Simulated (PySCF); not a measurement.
# GdH5O5 ([Gd(OH)5]2-): the cost of one run

Programs: PySCF 2.14.0, with routines of our own; each step states its level. All values are computed. Atoms count from 0.

## 1. The starting structure

11 atoms, charge -2, states of the metal's open shell are computed; geometry from: model geometry, bond lengths from ionic radii.

## 2. Ligand-field states: state-averaged CASSCF in water

The job: settings as JSON, then the geometry in Å.

```
{"job": {"kind": "lf", "basis": {"metal": "x2c-TZVPall", "ligand": "x2c-SVPall"}, "nevpt": false, "solvent": "water", "roots": {"8": 1, "6": 48, "4": 120, "2": 113}}, "charge": -2, "metal": "Gd", "open_shell": "f7"}
Gd     0.000000     0.000000     0.000000
O      0.000000     0.000000     2.248000
H      0.800000     0.000000     2.788000
O      0.000000     0.000000    -2.248000
H     -0.800000     0.000000    -2.788000
O      2.248000     0.000000     0.000000
H      2.788000     0.800000     0.000000
O     -1.124000     1.946825     0.000000
H     -2.086820     2.014479     0.000000
O     -1.124000    -1.946825     0.000000
H     -0.701180    -2.814479     0.000000
```

Method: state-averaged CASSCF of the metal f shell, state-interaction spin-orbit coupling.

Command:

```bash
OMP_NUM_THREADS=1 python lf_run.py task.json out
```

One launch serves the whole session: the jobs run in the order shown.

**Question.** How long does this first job take on 1 thread of Arm Neoverse V1, shared host, and how much memory does it need?

About 47 s, with a peak of 0.81 GiB.
